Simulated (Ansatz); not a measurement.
# C6H15FSi: one species, many methods

How much do the methods differ for C6H15FSi? The plan is to run it at one geometry with functionals of several rungs and with coupled cluster. The yardstick is the atomisation energy at the CCSD(T) limit.

Computed with Ansatz 0.2.0, Gaussian basis. Level: functionals in def2-TZVPP, the program's frozen cores in correlated methods.

The runs, in order: LDA (SPW92), PBE-D4, revPBE-D4, BLYP-D4, r2SCAN-D4, B97M-V, PBE0-D4, B3LYP-D4, r2SCANh-D4, r2SCAN0-D4, HSE06-D4, BHLYP-D4, CAM-B3LYP-D4, LC-ωPBE, ωB97X-V, ωB97M-V, B2PLYP, PBE-QIDH; CCSD(T)/def2-SVP; CCSD(T)/def2-TZVPP; MP2/def2-QZVPP; extrapolation to the limit; RPA on PBE.

### 1 Structure used throughout

An earlier PBE0-D4 in a triple-zeta def2 set relaxation fixed the geometry.

SMILES `CC[Si](F)(CC)CC`, 23 atoms, charge 0, spin multiplicity 1.

Atoms are counted from 1 here; the program's logs count them from 0.

Bond lengths: C1–C2 1.527 Å, C1–H9 1.093 Å, C1–H10 1.093 Å, C1–H11 1.093 Å, C2–Si3 1.869 Å, C2–H12 1.096 Å, C2–H13 1.097 Å, Si3–F4 1.616 Å, Si3–C5 1.869 Å, Si3–C7 1.869 Å, C5–C6 1.527 Å, C5–H14 1.096 Å, C5–H15 1.097 Å, C6–H16 1.093 Å, C6–H17 1.093 Å, C6–H18 1.093 Å, C7–C8 1.527 Å, C7–H19 1.096 Å and more. Angles: C2–C1–H9 111.3°, C2–C1–H10 111.5°, C2–C1–H11 111.7°, H9–C1–H10 107.3°, H9–C1–H11 107.5°, H10–C1–H11 107.3°, C1–C2–Si3 114.5°, C1–C2–H12 110.2°, C1–C2–H13 110.4°, Si3–C2–H12 107.6°, Si3–C2–H13 108.2°, H12–C2–H13 105.6°, C2–Si3–F4 107.4°, C2–Si3–C5 111.0°, C2–Si3–C7 112.1°, F4–Si3–C5 107.4°, F4–Si3–C7 106.6°, C5–Si3–C7 112.1° and more.

### 2 LDA

This LDA is Slater exchange with PW92 correlation.

in.yaml

```yaml
crystal:
  periodic: [false, false, false]
  atoms:
    - {symbol: C, position_ang: [1.023862, -1.118397, -2.501794]}
    - {symbol: C, position_ang: [0.110220, -0.040909, -1.922162]}
    - {symbol: Si, position_ang: [-0.488002, -0.384834, -0.185688]}
    - {symbol: F, position_ang: [-1.367068, -1.740338, -0.237586]}
    - {symbol: C, position_ang: [-1.607272, 0.982923, 0.420896]}
    - {symbol: C, position_ang: [-2.157919, 0.772130, 1.829531]}
    - {symbol: C, position_ang: [0.926021, -0.710212, 0.992315]}
    - {symbol: C, position_ang: [1.872020, 0.477403, 1.158921]}
    - {symbol: H, position_ang: [0.530855, -2.093495, -2.511304]}
    - {symbol: H, position_ang: [1.940959, -1.223615, -1.916085]}
    - {symbol: H, position_ang: [1.318826, -0.888747, -3.528780]}
    - {symbol: H, position_ang: [-0.773679, 0.089080, -2.557546]}
    - {symbol: H, position_ang: [0.618129, 0.931200, -1.922464]}
    - {symbol: H, position_ang: [-2.429875, 1.081268, -0.297187]}
    - {symbol: H, position_ang: [-1.053389, 1.927987, 0.364757]}
    - {symbol: H, position_ang: [-2.832354, 1.579786, 2.124934]}
    - {symbol: H, position_ang: [-2.715338, -0.164984, 1.901389]}
    - {symbol: H, position_ang: [-1.355799, 0.730863, 2.571291]}
    - {symbol: H, position_ang: [0.505201, -1.001258, 1.961075]}
    - {symbol: H, position_ang: [1.475331, -1.587783, 0.633931]}
    - {symbol: H, position_ang: [1.350102, 1.357084, 1.545744]}
    - {symbol: H, position_ang: [2.685313, 0.252592, 1.853267]}
    - {symbol: H, position_ang: [2.328657, 0.765156, 0.207844]}
basis:
  gaussian: {orbitals: def2-TZVPP}
hamiltonian: {xc: lda}
output: {orbitals: {seedname: orbitals}}
```

Command:

```console
$ ansatz run in.yaml --threads 5 --pin off --events-out ev --progress --plain --max-ram 66560MiB --backend cuda --devices 0, --max-vram 37GiB
```

After this run come: PBE-D4 (GGA); revPBE-D4 (GGA); BLYP-D4 (GGA); r2SCAN-D4 (meta-GGA); B97M-V (meta-GGA); B3LYP-D4 (hybrid); r2SCANh-D4 (hybrid); r2SCAN0-D4 (hybrid); HSE06-D4 (hybrid); BHLYP-D4 (hybrid); CAM-B3LYP-D4 (range-separated); LC-ωPBE (range-separated); ωB97X-V (range-separated); ωB97M-V (range-separated); B2PLYP (double hybrid); PBE-QIDH (double hybrid); CCSD(T) in def2-SVP; CCSD(T) in def2-TZVPP; MP2 in def2-QZVPP; RPA on PBE orbitals.

Before running them: what should the planned runs give, taken together? Wanted: atomisation energy, CCSD(T)/CBS; farthest beyond LDA; mean size of error, GGA; mean size of error, meta-GGA; mean size of error, hybrid; mean size of error, range-separated; mean size of error, double hybrid; gap, smallest and largest; T1 diagnostic.

As calculated:

```
                               quantity                                                                                                          value
        atomisation energy, CCSD(T)/CBS                                                                                                  9107.9 kJ/mol
 functionals within 45.5 kJ/mol (0.5 %)  r2SCAN-D4, B97M-V, PBE0-D4, B3LYP-D4, r2SCANh-D4, HSE06-D4, CAM-B3LYP-D4, LC-ωPBE, ωB97X-V, ωB97M-V, PBE-QIDH
                    farthest beyond LDA                                                                                       BHLYP-D4 (-180.7 kJ/mol)
                mean size of error, GGA                                                                                                    82.0 kJ/mol
           mean size of error, meta-GGA                                                                                                    13.1 kJ/mol
             mean size of error, hybrid                                                                                                    54.3 kJ/mol
    mean size of error, range-separated                                                                                                    23.2 kJ/mol
      mean size of error, double hybrid                                                                                                    60.1 kJ/mol
              gap, smallest and largest                                                                      6.46 eV (LDA (SPW92)), 13.49 eV (LC-ωPBE)
                          T1 diagnostic                                                                                                         0.0097
triples share of the correlation energy                                                                                                          3.6 %
```

What this shows: LDA overbinds by 1143.2 kJ/mol (13 %). PBE-D4 is off by +117.7 kJ/mol. Double hybrids carry the basis error of their MP2 part in triple zeta, and no dispersion term here, so their miss is partly the set-up's. The rungs meta-GGA, range-separated miss on average by less than the doubt on the reference (45.5 kJ/mol), so they tie. The reference freezes the cores and leaves out relativity and excitations past (T), so misses under about 45.5 kJ/mol can't be ranked. Hartree-Fock recovers 76 % of the binding; the rest is correlation. CCSD(T) in def2-SVP is off by -399.1 kJ/mol, more than most functionals: a good method in a small basis is no reference. Orbital gaps span 6.5 to 13.5 eV; exact exchange widens them.
